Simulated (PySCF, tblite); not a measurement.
# C4H9FOSi2: geometry, infrared bands and NMR shifts

What infrared bands and NMR shifts should C4H9FOSi2 (`C[C@H]1OC([SiH3])=C1[SiH2]F`) show?

Computed with tblite 0.8.0 and PySCF 2.14.0, with density-fitted response routines of our own, on a single molecule in the gas phase. Atoms are numbered from 0 throughout.

## (1) Starting geometry

17 atoms, charge 0, multiplicity 1; geometry from: force field or distance geometry start.

Bonds of the start (Å): C0–C1 1.53, C1–O2 1.41, O2–C3 1.38, C3–Si4 1.86, C3–C5 1.31, C5–Si6 1.86, Si6–F7 1.71, C5–C1 1.46, C0–H8 1.12, C0–H9 1.09, C0–H10 1.11, C1–H11 1.11, Si4–H12 1.45, Si4–H13 1.48, Si4–H14 1.45, Si6–H15 1.47, Si6–H16 1.44.

## (2) Relaxing the molecule with GFN2-xTB

Job settings and geometry (Å):

```
{"job": {"kind": "relax", "xc": "GFN2-xTB", "basis": "xTB"}, "charge": 0, "multiplicity": 1}
C     -1.845600    -1.348900    -0.779600
C     -1.359900    -0.482900     0.378800
O     -0.394400    -1.228200     1.089600
C      0.590700    -0.337000     0.721400
Si     2.404800    -0.339500     1.138800
C     -0.247400     0.405200     0.047200
Si    -0.034600     1.969700    -0.934000
F      1.211800     2.825500    -0.128200
H     -2.516700    -2.128300    -0.331000
H     -2.328400    -0.737000    -1.546200
H     -0.983600    -1.922400    -1.178900
H     -2.179400    -0.041000     0.982400
H      2.929500     0.956700     0.749600
H      3.126100    -1.369500     0.357500
H      2.540800    -0.601400     2.563200
H     -1.235300     2.810100    -0.860200
H      0.314500     1.581000    -2.280300
```

Launch:

```console
> OMP_NUM_THREADS=1 python probes_run.py task.json out
```

One launch serves the whole session: the jobs run in the order shown.

**Question.** This job is followed by: GFN2-xTB harmonic vibrations, gas phase; GIAO PBE0/pcSseg-1 NMR shielding, non-relativistic, gas phase. Predict these results of the whole session: strongest single infrared mode (GFN2-xTB); zero-point energy (GFN2-xTB); 13C shifts against TMS (PBE0/pcSseg-1); 1H shifts against TMS (PBE0/pcSseg-1, means over atoms taken as alike); 17O shifts against H2O (PBE0/pcSseg-1); 29Si shifts against TMS (PBE0/pcSseg-1); 19F shifts against CFCl3 (PBE0/pcSseg-1); surface potential, 1st and 99th percentile.

**Answer**, as computed:

| quantity | value |
| --- | --- |
| strongest single infrared mode (GFN2-xTB) | 2279 cm⁻¹, 431 km/mol |
| zero-point energy (GFN2-xTB) | 70.6 kcal/mol |
| 13C shifts against TMS (PBE0/pcSseg-1) | 192.4, 141.8, 92.7, 23.4 ppm |
| 1H shifts against TMS (PBE0/pcSseg-1, means over atoms taken as alike) | 5.59, 5.49, 5.49, 4.23, 1.53 ppm |
| 17O shifts against H2O (PBE0/pcSseg-1) | 246.5 ppm |
| 29Si shifts against TMS (PBE0/pcSseg-1) | -15.3, -89.0 ppm |
| 19F shifts against CFCl3 (PBE0/pcSseg-1) | -239.6 ppm |
| surface potential, 1st and 99th percentile | -1.16 V and 1.67 V |

Relaxing lowered the energy by 0.570 eV in 119 steps; the close pair that moved most is Si6–F7, from 1.713 to 1.612 Å. All 45 modes are real, so the xTB geometry is a minimum. The strongest single mode, at 2279 cm⁻¹, moves mainly H16 and H15. GFN2-xTB is a fitted tight-binding method: band positions and strengths are rough. Its intensities can rank the bands wrongly. The most deshielded carbon is C3 (alkene carbon bearing oxygen), at 192.4 ppm: an sp2 carbon further deshielded by the attached heteroatom. The most deshielded hydrogen is H11 (hydrogen on an allylic sp3 CH bonded to O), at 5.59 ppm: its carbon carries O, an electronegative neighbour. At PBE0/pcSseg-1: The widest tensor belongs to O2: span 271 ppm, with a paramagnetic part of -313 ppm. At PBE0/pcSseg-1, counted by nearest atom on the grid, the HOMO lies on C5 41 %; O2 26 %, the LUMO on C3 33 %; C5 24 %.
